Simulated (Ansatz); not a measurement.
# TiNCl (singlet): the correlation ladder at a displaced geometry (v2), def2-SVP

An exercise on one series of results from a longer session: the logs are not shown, and one member is left open.

The runs use Ansatz 0.2.0, Gaussian basis; def2-SVP, core rule «outside noble gas», up to 15 orbitals frozen.

Plan: UHF; CCSD(T) on RHF; CCSD(T) on UHF; CISD; CCSDT(Q) on RHF; CASSCF and MRCISD+Q, 8 electrons in 8 orbitals; CASSCF and NEVPT2, 8 electrons in 8 orbitals.

9 further runs of the same task are left out: 3 that didn't finish, 6 set aside as unsound or not needed. Runs told in other sessions of the task aren't counted.

## The system

The geometry is a PBE0/def2-TZVP stationary point (not a proven minimum) with its atoms shifted at random (size 0.100 Å).

3 atoms, charge 0, spin multiplicity 1.

Atoms are counted from 1 here; the program's logs count them from 0.

Bond lengths: Ti1–N2 1.552 Å, Ti1–Cl3 2.275 Å. Angles: N2–Ti1–Cl3 117.6°.

As a file:

```mol
ClNTi
  3D, bonds by distance, orders not assigned

  3  2  0  0  0  0  0  0  0  0999 V2000
    0.0559   -0.3488   -0.6633 Ti  0  0
   -0.1090    0.8223   -1.6691 N   0  0
   -0.0324    0.1460    1.5550 Cl  0  0
  1  2  8  0
  1  3  8  0
M  END
```

The first run:

in.yaml

```yaml
crystal:
  periodic: [false, false, false]
  atoms:
    - {symbol: Ti, position_ang: [0.055876, -0.348783, -0.663316]}
    - {symbol: N, position_ang: [-0.108998, 0.822300, -1.669111]}
    - {symbol: Cl, position_ang: [-0.032378, 0.146037, 1.555008]}
basis:
  gaussian: {orbitals: def2-SVP}
magnetization: {spin_polarized: true, initial_magnetization: 0}
hamiltonian: {xc: hf}
output: {orbitals: {seedname: orbitals}}
```

Run with:

```console
ansatz run in.yaml --threads 1 --pin off --events-out ev --progress --plain --max-ram 2393MiB
```

Among the steps run: UHF; CCSD(T) on RHF; CCSD(T) on UHF; CISD; CCSDT(Q) on RHF; CASSCF and MRCISD+Q, 8 electrons in 8 orbitals; CASSCF and NEVPT2, 8 electrons in 8 orbitals.

One of the session's tables, all rows but one given; the rest of the session is left out.

```
           method  from RCCSDT(Q) (meV)
              RHF              +13098.0
              UHF                     ?
             RMP2                  -1.6
            RCCSD                +849.8
         RCCSD(T)                +104.7
           RCCSDT                 +83.4
        RCCSDT(Q)                     0
  CASSCF frontier               +7515.9
  NEVPT2 frontier               +1071.9
  MRCISD frontier                +703.2
MRCISD+Q frontier                 +98.2
```

Q: Estimate the row for UHF from the others.

As computed: from RCCSDT(Q) (meV): +12845.2. In the column «from RCCSDT(Q) (meV)» it lies between CASSCF frontier (+7515.9) and RHF (+13098.0).

Not comparable, so not listed: CCSD(T) on UHF; CISD (they don't share determinant, frozen orbitals or solution with the rows shown, or repeat one).

Limits of these values: The determinant of HF (⟨S²⟩ 0.90) is far from a pure spin state, so its energy mixes those of several spin states; that is harmless only where they are near-degenerate. The program flags RCCSD(T) as in doubt, so read those rows with care; the flags are large difference. Warnings: restricted reference is unstable; spin contamination; large T1 diagnostic.
